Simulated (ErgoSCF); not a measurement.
# ZnH (SMILES [ZnH]): levels of theory compared

Wanted: a comparison of 6 runs (UHF/STO-3G, UHF/3-21G, UHF/def2-SVP, UB3LYP/Turbomole-SV, UB3LYP/6-31G*, UPBE0/def2-SVP) of ZnH. 

Program for the calculation: ErgoSCF 3.8.

8 further runs of the same task are left out: 7 that didn't finish, 1 set aside as unsound or not needed.

### Step 1. The system as given

ZnH has 2 atoms, charge 0, and is taken as a doublet. As SMILES, `[ZnH]`. Geometry: a GFN2-xTB relaxation, a rough one for these elements and not checked as a minimum.

Bond lengths: Zn1–H2 1.704 Å.

### Step 2. The energy at UHF/STO-3G (run 1)

run.inp reads:

```
set_nthreads("env")
molecule_inline
Zn     1.37044828    -0.49482479     0.68564933
H     -1.37044828     0.49482479    -0.68564933
EOF
scf.max_number_of_iterations = 120
tmpdir = "."
scf.output_mulliken_pop = 1
spin_polarization = 1
basis = "STO-3G"
scf.use_diagonalization = 1
run "HF"
```

The basis set STO-3G is read from a file made from the Basis Set Exchange's data (not shown).

Command:

```sh
ergo < run.inp
```

What it wrote:

```text
[...]
INSC SCF_general constructor, number of basis functions: 19
[...]
INSC Energy   1 =      -1672.90181557652
[...]
INDE E_LUMO =          0.26012224387
[...]
INSC Energy  39 =      -1757.84903530737  ( diff     -0.000000000003411 )
[...]
RESC CONVERGED after  39 iterations.
RESC FINAL ENERGY:      -1757.84903530737
RESC FINAL <S2> =          1.05427640364
[...]
INSC SCF: dipole_moment_x [atomic units] =       0.04128315
INSC SCF: dipole_moment_y [atomic units] =      -0.01490602
INSC SCF: dipole_moment_z [atomic units] =       0.02065438
[...]
```

Wall time 3.9 s (1 thread of Arm Neoverse V2, shared host); peak memory 0.26 GiB.

### Step 3. The energy at UHF/3-21G (run 2)

input.xyz reads:

```xyz
2

Zn     0.725210    -0.261850     0.362830
H     -0.725210     0.261850    -0.362830
```

run.inp reads:

```
set_nthreads("env")
molecule "input.xyz"
spin_polarization = 1
scf.use_diagonalization = 1
scf.output_mulliken_pop = 1
tmpdir = "."
basis = "3-21G"
scf.max_number_of_iterations = 120
run "HF"
```

The basis set 3-21G is read from a file made from the Basis Set Exchange's data (not shown).

Command:

```sh
ergo run.inp
```

What it wrote:

```text
[...]
INSC SCF_general constructor, number of basis functions: 29
[...]
INSC Energy   1 =      -1254.00880455965
[...]
INDE E_LUMO =          0.02866736235
[...]
INSC Energy  18 =      -1769.48588383074  ( diff     -0.000000000036835 )
[...]
RESC CONVERGED after  18 iterations.
RESC FINAL ENERGY:      -1769.48588383074
RESC FINAL <S2> =          0.76744586021
[...]
INSC SCF: dipole_moment_x [atomic units] =       0.34489778
INSC SCF: dipole_moment_y [atomic units] =      -0.12453149
INSC SCF: dipole_moment_z [atomic units] =       0.17255590
[...]
```

Run time: 2.1 s. Hardware: 1 thread of Arm Neoverse V2, shared host; peak memory 0.26 GiB.

Runs 3 to 4 aren't shown in full; the table further down has their settings and results.

### Step 4. A single-point energy at UB3LYP/6-31G(d) (spherical functions) (run 5)

job.ego reads:

```
set_nthreads("env")
XC.sparse_mode = 0
scf.max_number_of_iterations = 120
XC.angint = 41
scf.output_mulliken_pop = 1
basis = "6-31G*"
tmpdir = "."
XC.radint = 1e-11
scf.use_diagonalization = 1
spin_polarization = 1
molecule_inline
Zn     1.37044828    -0.49482479     0.68564933
H     -1.37044828     0.49482479    -0.68564933
EOF
run "B3LYP-G"
```

The basis set 6-31G* is read from a file made from the Basis Set Exchange's data (not shown).

Command:

```sh
ergo job.ego
```

What it wrote:

```text
[...]
INDF Weighted mixed functional:
[...]
INSC Energy   1 =      -1080.41699922842
[...]
INDE E_LUMO =         -0.09805316932
[...]
INSC Energy  16 =      -1779.63155656053  ( diff     -0.000000000004320 )
[...]
RESC CONVERGED after  16 iterations.
RESC FINAL ENERGY:      -1779.63155656053
RESC FINAL <S2> =          0.75660087261
[...]
INSC SCF: dipole_moment_x [atomic units] =       0.22900142
INSC SCF: dipole_moment_y [atomic units] =      -0.08268502
INSC SCF: dipole_moment_z [atomic units] =       0.11457173
[...]
```

Wall time 9.3 s (1 thread of Arm Neoverse V2, shared host); peak memory 0.26 GiB.

### Step 5. A single-point energy at UPBE0/def2-SVP (run 6)

ergo.in reads:

```
set_nthreads(1)
molecule_inline
Zn   1.37044828  -0.49482479   0.68564933
H   -1.37044828   0.49482479  -0.68564933
EOF
spin_polarization = 1
XC.angint = 41
scf.max_number_of_iterations = 120
scf.use_diagonalization = 1
tmpdir = "."
XC.radint = 1e-11
XC.sparse_mode = 0
scf.output_mulliken_pop = 1
basis = "def2-SVP"
run "PBE0"
```

The basis set def2-SVP is read from a file made from the Basis Set Exchange's data (not shown).

Command:

```sh
ergo ergo.in
```

What it wrote:

```text
[...]
INDF Weighted mixed functional:
[...]
INSC Energy   1 =      -1078.94534276047
[...]
INDE E_LUMO =         -0.07358492684
[...]
INSC Energy  16 =      -1779.41668872651  ( diff     -0.000000000159389 )
[...]
RESC CONVERGED after  16 iterations.
RESC FINAL ENERGY:      -1779.41668872651
RESC FINAL <S2> =          0.75765872152
[...]
INSC SCF: dipole_moment_x [atomic units] =       0.39682695
INSC SCF: dipole_moment_y [atomic units] =      -0.14328146
INSC SCF: dipole_moment_z [atomic units] =       0.19853661
[...]
```

Run time: 8.4 s. Hardware: 1 thread of Arm Neoverse V2, shared host; peak memory 0.26 GiB.

### Step 6. All runs side by side

```
run                                level  iteration cap  integration grid   energy (Eh)  dipole moment (D)   ⟨S²⟩  wall time
  1                           UHF/STO-3G            120                 –  -1757.849035               0.12  1.054      3.9 s
  2                            UHF/3-21G            120                 –  -1769.485884               1.03  0.767      2.1 s
  3                         UHF/def2-SVP            120                 –  -1778.085318               1.72  0.771      8.1 s
  4                  UB3LYP/Turbomole-SV             81               GC2  -1779.698328               1.85  0.752      4.2 s
  5  UB3LYP/6-31G* (spherical functions)            120             Turbo  -1779.631557               0.68  0.757      9.3 s
  6                       UPBE0/def2-SVP            120             Turbo  -1779.416689               1.19  0.758      8.4 s
```

### Step 7. Results

```
            quantity           value
 run 6: total energy  -1779.41669 Eh
run 6: dipole moment          1.19 D
         run 6: ⟨S²⟩           0.758
```

The dipole moment (its size) runs from 0.12 D (UHF/STO-3G) to 1.85 D (UB3LYP/Turbomole-SV). The two ends differ in method and basis. Totals of different functionals can't be ranked against each other. In run 1 the basis is minimal, so the values are rough. Spin contamination of the reference: run 1 ⟨S²⟩ = 1.05. All runs together took 36 s, the longest 9.3 s.
